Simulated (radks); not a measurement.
# Nuclear size and the levels of Mo⁺

An exercise on one series of results from a longer session: the logs are not shown, and one member is left open.

Method: Dirac Kohn-Sham, BLYP, spin-unpolarised, spherical densities, finite nucleus; open shells are shared between the two j in proportion to 2j + 1. Code: radks (a radial shooting solver on a logarithmic mesh, Libxc functionals) version 1.

**The system**

| Item | Value |
| --- | --- |
| element | molybdenum (Z = 42) |
| charge | +1 |
| electrons | 41 |
| configuration | [Kr] 4d5 |
| nuclear rms radius | 4.4091 fm |

The outer shells:

Mo⁺
```
[Kr] core
4d [↑ ][↑ ][↑ ][↑ ][↑ ]
```

Set-up of the first run:

Input:

```text
Z 42
configuration [Kr] 4d5 5s0 5p0
relativity Dirac
functional b88,lyp
spin unpolarised
j_filling average
nucleus finite rms 4.4091 fm
c 137.035999084
```

Steps of the session up to this table: rms radius 4.4091 fm.

One of the session's tables, all rows but one given; the rest of the session is left out.

From the orbitals of this run (lengths in bohr):

```
level    <r>  outermost maximum (interpolated)  90 % within  nodes
4s1/2  1.107                             0.989         1.61      3
4p1/2  1.217                              1.05         1.81      2
4p3/2  1.248                              1.08         1.86      2
4d3/2  1.892                              1.38         3.08      1
4d5/2      ?                                 ?            ?      ?
5s1/2  3.263                              2.81         4.80      4
5p1/2  4.104                              3.48         6.10      3
5p3/2  4.198                              3.57         6.23      3
```

**Question.** Estimate the row for 4d5/2.

The run gave: <r>: 1.915; outermost maximum (interpolated): 1.39; 90 % within: 3.13; nodes: 1. In the column «<r>» it lies between 4d3/2 (1.892) and 5s1/2 (3.263).
